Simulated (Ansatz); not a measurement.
**C₂H₆GeO₂: up Jacob's ladder to CCSD(T)**

An exercise on one series of results from a longer session: the logs are not shown, and one member is left open.

Computed with Ansatz 0.2.0, Gaussian basis. Level: functionals in def2-TZVPP, the program's frozen cores in correlated methods.

Levels to be run: PBE-D4, r2SCAN-D4, PBE0-D4, B3LYP-D4, ωB97X-V, ωB97M-V, B2PLYP; CCSD(T)/def2-TZVPP; MP2/def2-QZVPP; extrapolation to the limit.

## Structure used throughout

An earlier PBE0-D4 in a triple-zeta def2 set relaxation fixed the geometry.

11 atoms, charge 0, spin multiplicity 1.

Atoms are counted from 1 here; the program's logs count them from 0.

Bond lengths: Ge1–O2 1.790 Å, Ge1–H6 1.528 Å, Ge1–H7 1.538 Å, Ge1–H8 1.539 Å, O2–C3 1.369 Å, C3–C4 1.462 Å, C3–O5 1.391 Å, C3–H9 1.093 Å, C4–O5 1.429 Å, C4–H10 1.087 Å, C4–H11 1.087 Å. Angles: O2–Ge1–H6 104.0°, O2–Ge1–H7 108.5°, O2–Ge1–H8 108.7°, H6–Ge1–H7 112.6°, H6–Ge1–H8 112.3°, H7–Ge1–H8 110.4°, Ge1–O2–C3 118.6°, O2–C3–C4 121.2°, O2–C3–O5 115.0°, O2–C3–H9 114.3°, C4–C3–O5 60.1°, C4–C3–H9 119.9°, O5–C3–H9 114.4°, C3–C4–O5 57.5°, C3–C4–H10 118.0°, C3–C4–H11 121.1°, O5–C4–H10 114.6°, O5–C4–H11 115.4° and more.

The first run:

Contents of in.yaml:

```yaml
crystal:
  periodic: [false, false, false]
  atoms:
    - {symbol: Ge, position_ang: [-1.672766, 0.416407, 0.673760]}
    - {symbol: O, position_ang: [0.098319, 0.588899, 0.866934]}
    - {symbol: C, position_ang: [0.914708, -0.344019, 0.285716]}
    - {symbol: C, position_ang: [1.355820, -0.206241, -1.101741]}
    - {symbol: O, position_ang: [2.204580, 0.095218, 0.008084]}
    - {symbol: H, position_ang: [-2.247200, 1.583625, 1.476206]}
    - {symbol: H, position_ang: [-2.011915, 0.505301, -0.824222]}
    - {symbol: H, position_ang: [-2.100892, -0.949088, 1.240044]}
    - {symbol: H, position_ang: [0.863310, -1.334179, 0.744653]}
    - {symbol: H, position_ang: [1.016928, 0.662043, -1.660859]}
    - {symbol: H, position_ang: [1.644606, -1.075168, -1.687874]}
basis:
  gaussian: {orbitals: def2-TZVPP}
hamiltonian: {xc: pbe, dispersion: d4}
output: {forces: true, orbitals: {seedname: orbitals}}
```

The run is started by

```
ansatz run in.yaml --threads 4 --pin off --events-out ev --progress --plain --max-ram 10444MiB
```

Steps of the session up to this table: PBE-D4 (GGA); r2SCAN-D4 (meta-GGA); PBE0-D4 (hybrid); B3LYP-D4 (hybrid); ωB97X-V (range-separated); ωB97M-V (range-separated); B2PLYP (double hybrid); CCSD(T) in def2-TZVPP; MP2 in def2-QZVPP.

One of the session's tables, all rows but one given; the rest of the session is left out.

| method | atomisation energy (kcal/mol) |
| --- | --- |
| PBE-D4 | 967.6 |
| r2SCAN-D4 | 948.6 |
| PBE0-D4 | 944.0 |
| B3LYP-D4 | 939.2 |
| ωB97X-V | 949.7 |
| ωB97M-V | 944.3 |
| B2PLYP | 932.1 |
| HF/def2-TZVPP | 650.9 |
| MP2/def2-TZVPP | ? |
| CCSD/def2-TZVPP | 905.3 |
| CCSD(T)/def2-TZVPP | 922.2 |
| MP2/CBS | 963.9 |
| CCSD(T)/CBS | 945.4 |

Estimate the missing values for MP2/def2-TZVPP.

**Answer.** atomisation energy (kcal/mol): 940.8. In the column «atomisation energy (kcal/mol)» it lies between B3LYP-D4 (939.2) and PBE0-D4 (944.0).

Limits of these values: Free atoms (1 Ge, 2 O, 2 C, 6 H) were run apart at each level; the atomisation energy is their sum less the molecule, without zero-point or spin-orbit terms.
